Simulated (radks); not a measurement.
# Co²⁺ in [Ar] 3d7: an all-electron calculation

The task here is to estimate one member of a computed series from the others.

Program: radks (a radial shooting solver on a logarithmic mesh, Libxc functionals) version 1. Level of theory: Dirac Kohn-Sham, PW91, spin-unpolarised, spherical densities, point nucleus; open shells fill j = l - 1/2 first. These are calculated values, not measurements, unless marked.

### The system

| Item | Value |
| --- | --- |
| element | cobalt (Z = 27) |
| charge | +2 |
| electrons | 25 |
| configuration | [Ar] 3d7 |

The first run:

The run's settings:

```text
Z 27
configuration [Ar] 3d7
relativity Dirac
functional pw91,pw91
spin unpolarised
j_filling energy
nucleus point
c 137.035999084
```

One table of the session follows, with a row left open; its other results are not shown here.

It belongs to the step «Orbitals and density». Sizes of the orbitals, from the radial functions (bohr):

```
level      <r>  outermost maximum (interpolated)  90 % within  nodes
1s1/2  0.05619                            0.0368        0.100      0
2s1/2   0.2553                             0.213        0.396      1
2p1/2   0.2228                             0.170        0.365      0
2p3/2        ?                                 ?            ?      ?
3s1/2   0.7743                             0.669         1.16      2
3p1/2   0.8099                             0.674         1.25      1
3p3/2   0.8196                             0.681         1.27      1
3d3/2    1.018                             0.666         1.76      0
3d5/2    1.024                             0.669         1.77      0
```

Q: Estimate the row for 2p3/2 from the others.

The run gave: <r>: 0.2259; outermost maximum (interpolated): 0.173; 90 % within: 0.370; nodes: 0. In the column «<r>» it lies between 2p1/2 (0.2228) and 2s1/2 (0.2553).

Caveats from the session: Spin polarisation and multiplet splitting are left out.
